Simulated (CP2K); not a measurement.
# GaGe3 under changes of volume

One of the cells (19.430 Å³/atom); the others are scaled copies at fixed shape and fractional positions:

```
Ge Ga
1.0
     4.79018    0.00000    0.00000
     2.39509    4.14842    0.00000
     2.39509    1.38281    3.91116
Ge Ga
3 1
Direct
  0.50000 0.50000 0.50000
  0.75000 0.75000 0.75000
  0.25000 0.25000 0.25000
  0.00000 0.00000 0.00000
```

The cell comes from a database or a generator and needn't be the stable form of this composition.

```yaml
Program: CP2K 2026.2
Functional: PBE
Potentials_or_basis: POTENTIAL_UZH Ge GTH-PBE-q4, Ga GTH-PBE-q13; TZVP-MOLOPT-PBE-GTH basis
Density_cutoff: 6123 eV
k_mesh: 7 × 7 × 7
Occupations: fermi-dirac, width 0.05 eV
Spin: no spin polarisation
```

```csv
volume (Å³/atom),energy over the lowest point (meV/atom),pressure (GPa)
18.653,7.71,3.1
19.042,2.14,1.6
19.430,0.00,0.3
19.819,?,?
20.208,4.44,-1.9
```

What does the run at 19.819 Å³/atom give?

Energy over the lowest point 0.88 meV/atom; pressure -0.9 GPa.

Worked out: A Birch-Murnaghan fit of order 2 (a polynomial in V^(-2/3)) to the other rows has its minimum at 19.51 Å³/atom with B0 = V·E''(V) = 62 GPa. It gives 0.84 meV/atom at 19.819 Å³/atom, against the run's 0.88, and -dE/dV = -0.9 GPa, against -0.9.

Energies are extrapolated to zero smearing.

Caveats: the basis of atomic orbitals isn't converged, which shifts pressures, moduli and gaps; the real-space grid breaks the cell's symmetry a little (some runs).
